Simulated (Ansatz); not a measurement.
**BClH5NSi: one species, many methods**

The task here is to estimate one member of a computed series from the others.

Method: functionals in def2-TZVPP, the program's frozen cores in correlated methods; program: Ansatz 0.2.0, Gaussian basis.

The runs, in order: LDA (SPW92), PBE-D4, revPBE-D4, BLYP-D4, r2SCAN-D4, B97M-V, PBE0-D4, B3LYP-D4, r2SCANh-D4, r2SCAN0-D4, HSE06-D4, BHLYP-D4, CAM-B3LYP-D4, LC-ωPBE, ωB97X-V, ωB97M-V, B2PLYP, PBE-QIDH; CCSD(T)/def2-SVP; CCSD(T)/def2-TZVPP; MP2/def2-QZVPP; extrapolation to the limit; RPA on PBE.

## The geometry

An earlier PBE0-D4 in a triple-zeta def2 set relaxation fixed the geometry.

9 atoms, charge 0, spin multiplicity 1.

Atoms are counted from 1 here; the program's logs count them from 0.

Bond lengths: N1–B2 1.384 Å, N1–H5 1.008 Å, N1–H6 1.007 Å, B2–Si3 2.014 Å, B2–H7 1.198 Å, Si3–Cl4 2.073 Å, Si3–H8 1.487 Å, Si3–H9 1.491 Å. Angles: B2–N1–H5 123.0°, B2–N1–H6 123.7°, H5–N1–H6 113.2°, N1–B2–Si3 120.3°, N1–B2–H7 118.3°, Si3–B2–H7 121.4°, B2–Si3–Cl4 109.0°, B2–Si3–H8 113.3°, B2–Si3–H9 113.0°, Cl4–Si3–H8 106.8°, Cl4–Si3–H9 106.6°, H8–Si3–H9 107.7°.

Set-up of the first run:

The input, in.yaml:

```yaml
crystal:
  periodic: [false, false, false]
  atoms:
    - {symbol: N, position_ang: [0.342580, 1.619927, -0.105831]}
    - {symbol: B, position_ang: [-0.449629, 0.578423, 0.344772]}
    - {symbol: Si, position_ang: [0.097887, -1.330768, 0.011286]}
    - {symbol: Cl, position_ang: [-1.375617, -2.268895, -1.104942]}
    - {symbol: H, position_ang: [0.105473, 2.589605, 0.031241]}
    - {symbol: H, position_ang: [1.203869, 1.489438, -0.611087]}
    - {symbol: H, position_ang: [-1.461598, 0.845602, 0.926915]}
    - {symbol: H, position_ang: [0.261966, -2.122966, 1.259378]}
    - {symbol: H, position_ang: [1.363370, -1.446667, -0.768831]}
basis:
  gaussian: {orbitals: def2-TZVPP}
hamiltonian: {xc: lda}
output: {orbitals: {seedname: orbitals}}
```

Run with:

```
$ ansatz run in.yaml --threads 2 --pin off --events-out ev --progress --plain --max-ram 4352MiB
```

Steps of the session up to this table: LDA; PBE-D4 (GGA); revPBE-D4 (GGA); BLYP-D4 (GGA); r2SCAN-D4 (meta-GGA); B97M-V (meta-GGA); PBE0-D4 (hybrid); B3LYP-D4 (hybrid); r2SCANh-D4 (hybrid); r2SCAN0-D4 (hybrid); HSE06-D4 (hybrid); BHLYP-D4 (hybrid); CAM-B3LYP-D4 (range-separated); LC-ωPBE (range-separated); ωB97X-V (range-separated); ωB97M-V (range-separated); B2PLYP (double hybrid); PBE-QIDH (double hybrid).

One of the session's tables, all rows but one given; the rest of the session is left out.

It belongs to the step «Orbital energies across the functionals». 

```
  functional  HOMO (eV)  gap (eV)
 LDA (SPW92)      -6.65      4.46
      PBE-D4      -6.57      4.63
   revPBE-D4      -6.54      4.69
     BLYP-D4      -6.46      4.70
   r2SCAN-D4      -6.86      5.16
      B97M-V      -6.96      5.19
     PBE0-D4      -7.84      6.80
    B3LYP-D4      -7.64      6.43
  r2SCANh-D4      -7.32      5.95
  r2SCAN0-D4      -8.02      7.12
    HSE06-D4      -7.44      6.02
    BHLYP-D4      -9.03      9.01
CAM-B3LYP-D4          ?         ?
     LC-ωPBE     -10.54     11.76
     ωB97X-V     -10.19     11.32
     ωB97M-V      -9.98     10.88
```

Q: Estimate the row for CAM-B3LYP-D4 from the others.

The run gave: HOMO (eV): -9.19; gap (eV): 9.29. In the column «HOMO (eV)» it lies between ωB97M-V (-9.98) and BHLYP-D4 (-9.03).
